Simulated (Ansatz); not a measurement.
Write the native input for Ansatz 0.2.0 that does the following.

```
Task                : band structure
Functional          : PBEsol
Potentials or basis : all-electron LAPW, relativistic spinors
Cutoff              : 286 eV (chosen from the basis error)
Basis error allowed : 0.001 eV/atom
k mesh              : 8 × 8 × 8
Occupations         : fermi-dirac, width 0.05 eV
Spin                : spin-orbit coupling, no magnetisation
```

Crystal: HfB.

```
Hf B
1.0
     0.00000    2.31000    2.31000
     2.31000    0.00000    2.31000
     2.31000    2.31000    0.00000
Hf B
1 1
Direct
  0.50000 0.50000 0.50000
  0.00000 0.00000 0.00000
```

These files were run (other wordings do the same):

input.yaml

```yaml
crystal:
  lattice:
    - [0.0, 2.31, 2.31]
    - [2.31, 0.0, 2.31]
    - [2.31, 2.31, 0.0]
  atoms:
    - { symbol: Hf, position: [0.5, 0.5, 0.5] }
    - { symbol: B, position: [0.0, 0.0, 0.0] }
kpoints:
  mp_grid: { grid: [8, 8, 8] }
  band_path:
    path:
      - [0.0, 0.0, 0.0]
      - [0.5, 0.0, 0.5]
      - [0.5, 0.25, 0.75]
      - [0.375, 0.375, 0.75]
      - [0.0, 0.0, 0.0]
      - [0.5, 0.5, 0.5]
      - [0.625, 0.25, 0.625]
      - [0.5, 0.25, 0.75]
    npoints: 12
scf:
  occupations: { method: fermi_dirac, width: 0.05 }
hamiltonian:
  xc: pbesol
  pseudopotentials: { kind: all_electron, lapw: { basis_error: 0.001 } }
magnetization:
  noncollinear: true
  spin_orbit: true
output:
  forces: true
  stress: true
  eigenvalues: true
```

Potentials or basis: all-electron LAPW, relativistic spinors.

Run with:

```console
$ ansatz run input.yaml --threads 1 --pin off --max-ram 3072MiB --backend cpu --events-out ev --progress --plain --runs-dir out
```

Results of the run:

| Item | Value |
| --- | --- |
| Pressure | 22.6 GPa |
| Band gap along the path | none (metal or under the smearing width) |

Caveat: the k mesh is thin for a metal, which can move the energy by tens of meV per atom.

Wall time 2.2 min on 1 thread of AMD EPYC 7R43 64-Core Processor (Zen 3), with other jobs on the host, peak memory 0.5 GiB.
